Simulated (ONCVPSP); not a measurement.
# An ONCV potential for fluorine, from input to tests

Do these settings give a usable potential? It is generated, then checked for transferability, scattering, ghosts and hardness.

Method: ONCVPSP 4.0.1.1 (patched build), PBE, scalar-relativistic.

### 1 The atom and the settings

Typed settings, in words:

* element: fluorine (F, Z = 9)
* type: optimised norm-conserving Vanderbilt (ONCV)
* frozen core: [He]
* valence charge: 7
* reference configuration: 2s2 2p4.5 (charge +0.5)
* partial waves: 2s: rc 0.70 bohr, ncon 4, nbas 9, qcut 7.4 1/bohr, 1 projector; 2p: rc 0.90 bohr, ncon 4, nbas 9, qcut 10.2 1/bohr, 2 projectors, debl 1.5 Ha; d scattering state at 0.28 Ha: rc 0.80 bohr, ncon 3, nbas 7, qcut 13.1 1/bohr, 2 projectors, debl 0.6 Ha
* local potential: polynomial inside 0.60 bohr (lpopt 5, dvloc0 -1 Ha)
* core correction: polynomial model core, fcfact 0.25

The nodes and maxima of the atom's own shells, from an earlier all-electron run, set the scale for the radii.

All-electron outer shells of the reference configuration (PBE, scalar-relativistic, ld1.x):

```csv
shell,level (eV),outermost node (bohr),outermost maximum (bohr)
1s,-673.03,–,0.11
2s,-38.21,0.24,0.76
2p,-19.23,–,0.70
```

### 2 Generation

The input, F.dat:

```
# ATOM AND REFERENCE CONFIGURATION
# atsym  z   nc   nv     iexc    psfile
  F 9.00    1    2        4      upf
#
#   n    l    f
    1    0    2.00
    2    0    2.00
    2    1    4.50
#
# PSEUDOPOTENTIAL AND OPTIMIZATION
# lmax
    2
#
#   l,   rc,      ep,       ncon, nbas, qcut
    0    0.70    0.00    4    9    7.40
    1    0.90    0.00    4    9   10.20
    2    0.80    0.28    3    7   13.10
#
# LOCAL POTENTIAL
# lloc, lpopt,  rc(5),   dvloc0
    4    5    0.60   -1.00
#
# VANDERBILT-KLEINMAN-BYLANDER PROJECTORs
# l, nproj, debl
    0    1    3.30
    1    2    1.50
    2    2    0.60
#
# MODEL CORE CHARGE
# icmod, fcfact, rcfact
    1    0.25    0.00
#
# LOG DERIVATIVE ANALYSIS
# epsh1, epsh2, depsh
   -3.00    5.00    0.02
#
# OUTPUT GRID
# rlmax, drl
    6.00    0.01
#
# TEST CONFIGURATIONS
# ncnf
    4
# nvcnf
#   n    l    f
    2
    2    0    2.00
    2    1    5.00
#
    2
    2    0    2.00
    2    1    4.00
#
    2
    2    0    2.00
    2    1    3.00
#
    2
    2    0    2.00
    2    1    2.00
#
```

Started as:

```
$ oncvpsp.x < F.dat > F.out
```

What does the calculation give? Wanted: cutoffs for 1 and 0.1 mHa per electron, occupied waves; bound ghosts; GHOST(+) flags; largest test error; largest phase difference near zero energy, channels read; rms error of d²Exc/dn², without and with the model core.

**Answer**, as computed:

| quantity | value |
| --- | --- |
| cutoffs for 1 and 0.1 mHa per electron, occupied waves | 381 Ha and 487 Ha |
| bound ghosts | none found |
| GHOST(+) flags | none at low energy |
| largest test error (AE − PS) | +252 meV, for 2s2 2p2 |
| largest phase difference near zero energy, channels read | 0.003 rad |
| rms error of d²Exc/dn², without and with the model core | 1.95 and 1.79 mHa |

In words: The worst unpolarised test, 2s2 2p2, is off by 252 meV on 110.9 eV; by total energies transferability rates as fair for so large an energy. That test lies far up in energy; among those under 40 eV, nearer to bonding, the largest error is 2.1 meV. By its cutoff, 381 Ha for the looser tolerance, it is very hard. At the looser tolerance the 2s wave is the slowest; 2p needs 59 Ha. It is free of bound ghosts as far as tested. Near zero energy the phases of the channels with partial waves agree within 0.003 rad. These are tests on the free atom; a crystal test is still owed.
